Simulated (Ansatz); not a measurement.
# C3H7NOSi: basis-set convergence

The task here is to estimate one member of a computed series from the others.

The runs use Ansatz 0.2.0, Gaussian basis; one geometry, several basis sets.

The runs, in order: PBE0-D4/def2-SVP; ωB97M-V/def2-SVP; PBE0-D4/def2-QZVPP; ωB97M-V/def2-QZVPP; the functionals' def2-TZVPP values are taken from earlier runs.

**The relaxed structure**

An earlier PBE0-D4 in a triple-zeta def2 set relaxation fixed the geometry.

SMILES `C=C1O[SiH2]C1N`, 13 atoms, charge 0, spin multiplicity 1.

Atoms are counted from 1 here; the program's logs count them from 0.

Bond lengths: C1–C2 1.323 Å, C1–H7 1.082 Å, C1–H8 1.082 Å, C2–O3 1.385 Å, C2–C5 1.529 Å, O3–Si4 1.691 Å, Si4–C5 1.891 Å, Si4–H9 1.486 Å, Si4–H10 1.484 Å, C5–N6 1.434 Å, C5–H11 1.096 Å, N6–H12 1.012 Å, N6–H13 1.012 Å. Angles: C2–C1–H7 121.4°, C2–C1–H8 119.6°, H7–C1–H8 118.9°, C1–C2–O3 125.1°, C1–C2–C5 131.3°, O3–C2–C5 103.5°, C2–O3–Si4 93.1°, O3–Si4–C5 79.3°, O3–Si4–H9 112.7°, O3–Si4–H10 113.0°, C5–Si4–H9 116.6°, C5–Si4–H10 121.9°, H9–Si4–H10 109.8°, C2–C5–Si4 81.2°, C2–C5–N6 121.7°, C2–C5–H11 108.5°, Si4–C5–N6 125.5°, Si4–C5–H11 107.3° and more.

Set-up of the first run:

Input file in.yaml:

```yaml
crystal:
  periodic: [false, false, false]
  atoms:
    - {symbol: C, position_ang: [0.108980, -1.987923, -0.156577]}
    - {symbol: C, position_ang: [0.397608, -0.707633, -0.325521]}
    - {symbol: O, position_ang: [1.672975, -0.194003, -0.491503]}
    - {symbol: Si, position_ang: [1.197766, 1.371963, -0.067511]}
    - {symbol: C, position_ang: [-0.485731, 0.539819, -0.285169]}
    - {symbol: N, position_ang: [-1.593334, 0.650863, 0.619298]}
    - {symbol: H, position_ang: [0.883259, -2.743530, -0.141001]}
    - {symbol: H, position_ang: [-0.922137, -2.292245, -0.034413]}
    - {symbol: H, position_ang: [1.586472, 1.733659, 1.320754]}
    - {symbol: H, position_ang: [1.690716, 2.403890, -1.012923]}
    - {symbol: H, position_ang: [-0.827041, 0.757004, -1.304240]}
    - {symbol: H, position_ang: [-2.361770, 0.055281, 0.336987]}
    - {symbol: H, position_ang: [-1.327161, 0.378053, 1.556719]}
basis:
  gaussian: {orbitals: def2-SVP}
hamiltonian: {xc: pbe0, dispersion: d4}
output: {orbitals: {seedname: orbitals}}
```

Among the steps run: PBE0-D4 in def2-SVP; ωB97M-V in def2-SVP; PBE0-D4 in def2-QZVPP; ωB97M-V in def2-QZVPP.

One of the session's tables, all rows but one given; the rest of the session is left out.

It belongs to the step «Functionals by basis». 

```
functional       basis  HOMO (eV)  LUMO (eV)
   PBE0-D4    def2-SVP      -6.49       0.09
   PBE0-D4  def2-TZVPP      -6.60      -0.33
   PBE0-D4  def2-QZVPP      -6.63      -0.45
   ωB97M-V    def2-SVP          ?          ?
   ωB97M-V  def2-TZVPP      -8.83       1.35
   ωB97M-V  def2-QZVPP      -8.86       1.05
```

Q: Estimate the row for ωB97M-V, def2-SVP from the others.

**Answer.** HOMO (eV): -8.72; LUMO (eV): 2.00. In the column «HOMO (eV)» it lies between ωB97M-V, def2-TZVPP (-8.83) and PBE0-D4, def2-QZVPP (-6.63).
